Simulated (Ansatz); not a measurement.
What does this script print? It uses Ansatz 0.2.0 through its Python package.

The script, `yaml_run_lanibn.py`:
```python
"""LaNiBN from YAML text."""

import json
import warnings

import ansatz as az

INPUT = """
crystal:
  lattice:
    - [3.73, 0.0, 0.0]
    - [0.0, 3.73, 0.0]
    - [0.0, 0.0, 7.64]
  atoms:
    - { symbol: La, position: [0.5, 0.0, 0.17] }
    - { symbol: La, position: [0.0, 0.5, 0.83] }
    - { symbol: Ni, position: [0.0, 0.0, 0.5], spin: 1.5 }
    - { symbol: Ni, position: [0.5, 0.5, 0.5], spin: 1.5 }
    - { symbol: B, position: [0.0, 0.5, 0.44] }
    - { symbol: B, position: [0.5, 0.0, 0.56] }
    - { symbol: "N", position: [0.0, 0.5, 0.18] }
    - { symbol: "N", position: [0.5, 0.0, 0.82] }
magnetization:
  spin_polarized: true
kpoints:
  mp_grid: { grid: [6, 6, 3] }
hamiltonian:
  xc: lda
scf:
  occupations: { method: gaussian, width: 0.1 }
basis:
  ecutwfc: "420 eV"
output:
  forces: true
"""

warnings.simplefilter("ignore", az.DeckWarning)

out = az.Session.from_yaml(INPUT).plan(threads=1).execute()
data = out.report

print(f"free energy      {data['free_energy_ev']:.5f} eV")
print(f"per atom         {data['free_energy_ev'] / len(out.lattice.sites):.5f} eV")
print(f"SCF iterations   {data['n_iterations']}  (converged: {data['converged']})")

# forces, one row an atom
print("forces (eV/A)")
for site, force in zip(out.lattice.sites, data["forces_ev_ang"]):
    print(f"  {site.symbol:2s} {force[0]:9.4f} {force[1]:9.4f} {force[2]:9.4f}")

print("site moments (muB):", [round(m, 2) for m in data["site_moments_mub"]])
print("electrons up, down:", [round(n, 3) for n in data["spin_occupation_sums"]])

keep = ["free_energy_ev", "energy_sigma0_ev", "fermi_energy_ev", "n_iterations", "converged", "magnetization_mub", "n_kpoints"]
with open("lanibn.json", "w") as handle:
    json.dump({key: data[key] for key in keep}, handle, indent=1)
```

```console
$ python yaml_run_lanibn.py
RunWarning: the starting moments were not kept: the SCF closed with an absolute magnetisation of 3.4e-6 μB, where they sum to 3 μB in size (2 sites). That is at most 0.1 of that sum. Measured as dr2_m measures the in/out step, that magnetisation stands 5.8e-12 eV from none, at or under the dr2_threshold of 1.0e-7 eV: [...]
free energy      -24751.15667 eV
per atom         -3093.89458 eV
SCF iterations   14  (converged: True)
forces (eV/A)
  La    0.0000    0.0000    0.5893
  La    0.0000    0.0000   -0.5893
  Ni    0.0000    0.0000    0.0000
  Ni    0.0000    0.0000    0.0000
  B     0.0000    0.0000   -3.7514
  B     0.0000    0.0000    3.7514
  N     0.0000    0.0000    0.0970
  N     0.0000    0.0000   -0.0970
site moments (muB): [0.0, 0.0, -0.0, -0.0, 0.0, 0.0, 0.0, 0.0]
electrons up, down: [37.0, 37.0]
```
(Warnings from the package without file and line, shortened.)

It writes `lanibn.json`:
```json
{
 "free_energy_ev": -24751.156666774514,
 "energy_sigma0_ev": -24751.152996163466,
 "fermi_energy_ev": 13.809427458170465,
 "n_iterations": 14,
 "converged": true,
 "magnetization_mub": 2.2276417155353556e-08,
 "n_kpoints": 20
}
```

Caveats:
- Total energies depend on the potentials; only differences at equal settings carry meaning.
- The SCF didn't keep the moments it started from (some shrank, vanished or turned); what is printed is the state reached.
- The mesh is modest for a metal, so energies can be off by several to tens of meV an atom and pressures by half a GPa or more; differences at equal mesh fare better.
- The starting cell is as deposited in a crystallographic database; the results hold for this polymorph, which needn't be the stable one.
- The script silences the warnings on its input, which a real study should read.
- The whole script took 20 s on 1 thread of Arm Neoverse V2, with other jobs on the host, peak memory 0.53 GiB.

(Lines on the test bed's own set-up are left out of the output.)
